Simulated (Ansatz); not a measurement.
**CH5NSSi: a ladder of functionals and wavefunction methods**

One table from this session's results is given with a row withheld; the runs are named, their logs left out.

The runs use Ansatz 0.2.0, Gaussian basis; functionals in def2-TZVPP, the program's frozen cores in correlated methods.

Levels to be run: LDA (SPW92), PBE-D4, revPBE-D4, BLYP-D4, r2SCAN-D4, B97M-V, PBE0-D4, B3LYP-D4, r2SCANh-D4, r2SCAN0-D4, HSE06-D4, BHLYP-D4, CAM-B3LYP-D4, LC-ωPBE, ωB97X-V, ωB97M-V, B2PLYP, PBE-QIDH; CCSD(T)/def2-SVP; CCSD(T)/def2-TZVPP; MP2/def2-QZVPP; extrapolation to the limit; RPA on PBE.

**The geometry**

An earlier PBE0-D4 in a triple-zeta def2 set relaxation fixed the geometry.

SMILES `[SiH3]/N=C\S`, 9 atoms, charge 0, spin multiplicity 1.

Atoms are counted from 1 here; the program's logs count them from 0.

Bond lengths: Si1–N2 1.723 Å, Si1–H5 1.483 Å, Si1–H6 1.497 Å, Si1–H7 1.483 Å, N2–C3 1.252 Å, C3–S4 1.769 Å, C3–H8 1.097 Å, S4–H9 1.345 Å. Angles: N2–Si1–H5 107.6°, N2–Si1–H6 115.1°, N2–Si1–H7 107.6°, H5–Si1–H6 108.2°, H5–Si1–H7 110.2°, H6–Si1–H7 108.2°, Si1–N2–C3 134.8°, N2–C3–S4 130.8°, N2–C3–H8 120.6°, S4–C3–H8 108.6°, C3–S4–H9 96.7°.

Set-up of the first run:

Contents of in.yaml:

```yaml
crystal:
  periodic: [false, false, false]
  atoms:
    - {symbol: Si, position_ang: [-0.109109, 1.070209, -0.805229]}
    - {symbol: N, position_ang: [0.140951, -0.633166, -0.725478]}
    - {symbol: C, position_ang: [0.218094, -1.470054, 0.202054]}
    - {symbol: S, position_ang: [0.096359, -1.266652, 1.955439]}
    - {symbol: H, position_ang: [-1.319492, 1.307566, -1.628173]}
    - {symbol: H, position_ang: [-0.303219, 1.746822, 0.515488]}
    - {symbol: H, position_ang: [1.079561, 1.667602, -1.460409]}
    - {symbol: H, position_ang: [0.389351, -2.531359, -0.015751]}
    - {symbol: H, position_ang: [-0.103895, 0.062831, 1.944956]}
basis:
  gaussian: {orbitals: def2-TZVPP}
hamiltonian: {xc: lda}
output: {orbitals: {seedname: orbitals}}
```

On the command line:

```sh
$ ansatz run in.yaml --threads 2 --pin off --events-out ev --progress --plain --max-ram 4352MiB
```

Steps of the session up to this table: LDA; PBE-D4 (GGA); revPBE-D4 (GGA); BLYP-D4 (GGA); r2SCAN-D4 (meta-GGA); B97M-V (meta-GGA); B3LYP-D4 (hybrid); r2SCANh-D4 (hybrid); r2SCAN0-D4 (hybrid); HSE06-D4 (hybrid); BHLYP-D4 (hybrid); CAM-B3LYP-D4 (range-separated); LC-ωPBE (range-separated); ωB97X-V (range-separated); ωB97M-V (range-separated); B2PLYP (double hybrid); PBE-QIDH (double hybrid).

One of the session's tables, all rows but one given; the rest of the session is left out.

It belongs to the step «Frontier levels by functional». 

```
  functional  HOMO (eV)  gap (eV)
 LDA (SPW92)      -6.08      3.87
      PBE-D4      -5.96      3.97
   revPBE-D4      -5.92      4.01
     BLYP-D4          ?         ?
   r2SCAN-D4      -6.24      4.42
      B97M-V      -6.39      4.63
     PBE0-D4      -7.28      6.28
    B3LYP-D4      -7.05      5.84
  r2SCANh-D4      -6.73      5.27
  r2SCAN0-D4      -7.47      6.57
    HSE06-D4      -6.88      5.50
    BHLYP-D4      -8.52      8.68
CAM-B3LYP-D4      -8.61      8.79
     LC-ωPBE      -9.94     11.23
     ωB97X-V      -9.61     10.86
     ωB97M-V      -9.51     10.65
```

**Question.** Estimate the row for BLYP-D4.

Worked estimate for «HOMO (eV)». Against the share of exact exchange, B3LYP-D4 (0.2, -7.05), BHLYP-D4 (0.5, -8.52) give a slope of -4.90 per unit share; at 0 the line stands at -6.07.

**Answer.** HOMO (eV): -5.83; gap (eV): 4.00. In «HOMO (eV)» the line misses by -0.24.
